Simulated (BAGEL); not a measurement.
**BSiH4Cl (SMILES [SiH3]BCl) at HF/3-21G (density fitting with qzvpp-jkfit)**

What is the electronic atomisation energy of BSiH4Cl at HF/3-21G (density fitting with qzvpp-jkfit)? 

The calculation is run with BAGEL 1.2.2.

12 further runs of the same task are left out: 12 set aside as unsound or not needed.

### Step 1. Starting point

BSiH4Cl has 7 atoms, charge 0, and is taken as a singlet. SMILES: `[SiH3]BCl`. Geometry: relaxed at GFN2-xTB.

Bond lengths: Si1–B2 1.978 Å, B2–Cl3 1.696 Å, Si1–H4 1.470 Å, Si1–H5 1.469 Å, Si1–H6 1.468 Å, B2–H7 1.178 Å. Angles: Si1–B2–Cl3 120.2°, Si1–B2–H7 124.2°, Cl3–B2–H7 115.5°, B2–Si1–H4 112.4°, B2–Si1–H5 112.6°, B2–Si1–H6 113.6°, H4–Si1–H5 105.8°, H4–Si1–H6 105.8°, H5–Si1–H6 105.9°.

### Step 2. The energy at HF/3-21G (density fitting with qzvpp-jkfit)

The input, calc.json:

```json
{ "bagel": [

{
  "title": "molecule",
  "basis": "3-21g",
  "df_basis": "qzvpp-jkfit",
  "angstrom": "true",
  "geometry": [
    { "atom": "Si", "xyz": [   -0.613170,    0.476560,   -0.272370 ] },
    { "atom": "B", "xyz": [    0.860710,   -0.571180,    0.529800 ] },
    { "atom": "Cl", "xyz": [    1.555910,   -1.860250,   -0.325120 ] },
    { "atom": "H", "xyz": [   -1.798580,   -0.345720,   -0.552330 ] },
    { "atom": "H", "xyz": [   -0.238210,    1.089150,   -1.554060 ] },
    { "atom": "H", "xyz": [   -1.081290,    1.578010,    0.576980 ] },
    { "atom": "H", "xyz": [    1.314620,   -0.366560,    1.597100 ] }
  ]
},
{
  "title": "hf",
  "charge": 0
},
{
  "title": "print",
  "file": "orbitals.molden",
  "orbitals": "true"
}

]}
```

Run with:

```bash
$ BAGEL_NUM_THREADS=1 BAGEL calc.json > calc.out
```

What it wrote:

```text
* using 1 threads per process

  ===============================================================
  ===============================================================

  *** Geometry ***

  { "atom" : "Si", "xyz" : [     -1.158723,      0.900568,     -0.514705 ] },
  { "atom" : "B", "xyz" : [      1.626506,     -1.079374,      1.001177 ] },
  { "atom" : "Cl", "xyz" : [      2.940244,     -3.515363,     -0.614388 ] },
  { "atom" : "H", "xyz" : [     -3.398824,     -0.653316,     -1.043752 ] },
  { "atom" : "H", "xyz" : [     -0.450152,      2.058195,     -2.936748 ] },
  { "atom" : "H", "xyz" : [     -2.043342,      2.982007,      1.090334 ] },
  { "atom" : "H", "xyz" : [      2.484272,     -0.692698,      3.018082 ] },

  Number of auxiliary basis functions:      403

  Since a DF basis is specified, we compute 2- and 3-index integrals:
    o Being stored without compression. Storage requirement is 0.006 GB

  Number of basis functions:       43
  Number of electrons      :       40

    * METHOD: MOLECULE                             0.10

  *** RHF ***

  === Nuclear Repulsion ===
   119.2285578678

      * DIIS with orbital gradients will be used.

  === RHF iteration (3-21g) ===
      0       -771.50523756          0.01114233           0.02
      1       -771.54342815          0.00409165           0.02
      2       -771.54764537          0.00111069           0.02
      3       -771.54813507          0.00012081           0.02
      4       -771.54814326          0.00002946           0.02
      5       -771.54814373          0.00000829           0.02
      6       -771.54814377          0.00000225           0.02
      7       -771.54814377          0.00000049           0.02
      8       -771.54814377          0.00000010           0.02
      9       -771.54814377          0.00000003           0.02
     10       -771.54814377          0.00000001           0.02
    * SCF iteration converged.

    * Permanent dipole moment:
           (    0.100825,    -0.310908,    -0.318011) a.u.

    * METHOD: HF                                   0.30

    * METHOD: PRINT                                0.00

  ===============================================================
```

Wall time 0.76 s (1 thread of Intel Xeon Platinum 8488C (Sapphire Rapids), shared host); peak memory 0.08 GiB.

### Step 3. The B atom

The input, calc.json:

```json
{ "bagel": [

{
  "title": "molecule",
  "basis": "3-21g",
  "df_basis": "qzvpp-jkfit",
  "angstrom": true,
  "geometry": [
    { "atom": "B", "xyz": [    0.000000,    0.000000,    0.000000 ] }
  ]
},
{
  "title": "uhf",
  "nopen": 1
},
{
  "title": "print",
  "file": "orbitals.molden",
  "orbitals": true
}

]}
```

Run with:

```bash
$ BAGEL_NUM_THREADS=1 BAGEL calc.json > calc.out
```

What it wrote:

```text
* using 1 threads per process

  ===============================================================
  ===============================================================

  *** Geometry ***

  { "atom" : "B", "xyz" : [      0.000000,      0.000000,      0.000000 ] },

  Number of auxiliary basis functions:       75

  Since a DF basis is specified, we compute 2- and 3-index integrals:
    o Being stored without compression. Storage requirement is 0.000 GB

  Number of basis functions:        9
  Number of electrons      :        5

    * METHOD: MOLECULE                             0.02

  *** Open-shell HF ***

  === Nuclear Repulsion ===
     0.0000000000

      * DIIS with orbital gradients will be used.

  === UHF iteration (3-21g) ===
      0        -24.38016565          0.01882807           0.00
      1        -24.38811352          0.00763208           0.00
      2        -24.38943980          0.00334054           0.00
      3        -24.38977608          0.00006308           0.00
      4        -24.38977805          0.00001684           0.00
      5        -24.38977828          0.00000409           0.00
      6        -24.38977830          0.00000044           0.00
      7        -24.38977830          0.00000000           0.00
    * SCF iteration converged.

    * S^2 (UHF) is 0.7503

    * Permanent dipole moment:
           (   -0.000000,     0.000000,    -0.000000) a.u.

    * METHOD: UHF                                  0.02

    * METHOD: PRINT                                0.00

  ===============================================================
```

Wall time 0.4 s (1 thread of Intel Xeon Platinum 8488C (Sapphire Rapids), shared host); peak memory 0.08 GiB.

### Step 4. The Cl atom

The input, input.json:

```json
{ "bagel": [

{
  "title": "molecule",
  "basis": "3-21g",
  "df_basis": "qzvpp-jkfit",
  "angstrom": true,
  "geometry": [
    { "atom": "Cl", "xyz": [    0.000000,    0.000000,    0.000000 ] }
  ]
},
{
  "title": "uhf",
  "nopen": 1
},
{
  "title": "print",
  "file": "orbitals.molden",
  "orbitals": true
}

]}
```

Run with:

```bash
$ BAGEL_NUM_THREADS=1 BAGEL input.json > input.out
```

What it wrote:

```text
* using 1 threads per process

  ===============================================================
  ===============================================================

  *** Geometry ***

  { "atom" : "Cl", "xyz" : [      0.000000,      0.000000,      0.000000 ] },

  Number of auxiliary basis functions:      128

  Since a DF basis is specified, we compute 2- and 3-index integrals:
    o Being stored without compression. Storage requirement is 0.000 GB

  Number of basis functions:       13
  Number of electrons      :       17

    * METHOD: MOLECULE                             0.02

  *** Open-shell HF ***

  === Nuclear Repulsion ===
     0.0000000000

      * DIIS with orbital gradients will be used.

  === UHF iteration (3-21g) ===
      0       -457.27445058          0.00939305           0.00
      1       -457.27633333          0.00180507           0.00
      2       -457.27647994          0.00051423           0.00
      3       -457.27650229          0.00009817           0.00
      4       -457.27650422          0.00003124           0.00
      5       -457.27650457          0.00000276           0.00
      6       -457.27650459          0.00000045           0.00
      7       -457.27650459          0.00000018           0.00
      8       -457.27650459          0.00000001           0.00
      9       -457.27650459          0.00000000           0.00
    * SCF iteration converged.

    * S^2 (UHF) is 0.7504

    * Permanent dipole moment:
           (    0.000000,    -0.000000,    -0.000000) a.u.

    * METHOD: UHF                                  0.03

    * METHOD: PRINT                                0.00

  ===============================================================
```

Wall time 0.38 s (1 thread of Intel Xeon Platinum 8488C (Sapphire Rapids), shared host); peak memory 0.08 GiB.

### Step 5. The H atom at the same level

The input, job.json:

```json
{ "bagel" : [

{
  "title" : "molecule",
  "basis" : "3-21g",
  "df_basis" : "qzvpp-jkfit",
  "angstrom" : true,
  "geometry" : [
    { "atom" : "H", "xyz" : [       0.000000,       0.000000,       0.000000 ] }
  ]
},

{ "title" : "uhf", "nopen" : 1 },

{ "title" : "print", "file" : "orbitals.molden", "orbitals" : true }

]}
```

Run the same way, it converges to -0.49620 Eh (log not shown).

### Step 6. The Si atom

The input, input.json:

```json
{ "bagel": [

{
  "title": "molecule",
  "basis": "3-21g",
  "df_basis": "qzvpp-jkfit",
  "angstrom": true,
  "geometry": [
    { "atom": "Si", "xyz": [       0.000000,       0.000000,       0.000000 ] }
  ]
},

{ "title": "uhf", "nopen": 2 },

{ "title": "print", "file": "orbitals.molden", "orbitals": true }

]}
```

Run the same way, it converges to -287.34439 Eh (log not shown).

### Step 7. Summary of results

Level: HF/3-21G (density fitting with qzvpp-jkfit).

| quantity | value |
| --- | --- |
| molecule: total energy | -771.54814 Eh |
| molecule: dipole moment | 1.16 D |
| molecule: HOMO energy | -11.23 eV |
| molecule: LUMO energy | 1.20 eV |
| molecule: HOMO–LUMO gap | 12.43 eV |
| B atom: total energy | -24.38978 Eh |
| B atom: dipole moment | 0.00 D |
| B atom: ⟨S²⟩ | 0.750 |
| Cl atom: total energy | -457.27650 Eh |
| Cl atom: dipole moment | 0.00 D |
| Cl atom: ⟨S²⟩ | 0.750 |
| H atom: total energy | -0.49620 Eh |
| H atom: dipole moment | 0.00 D |
| H atom: ⟨S²⟩ | 0.750 |
| Si atom: total energy | -287.34439 Eh |
| Si atom: dipole moment | 0.00 D |
| Si atom: ⟨S²⟩ | 2.000 |
| electronic atomisation energy | 15.039 eV |

Taking the molecule apart into free atoms costs 15.04 eV (1451 kJ/mol), before zero-point energy and without spin-orbit coupling. Hartree–Fock lacks the correlation of the bonding pairs, which as a rule makes this value much too low; in minimal bases other errors can mask that. The basis has no polarisation functions, which makes bonds too weak.
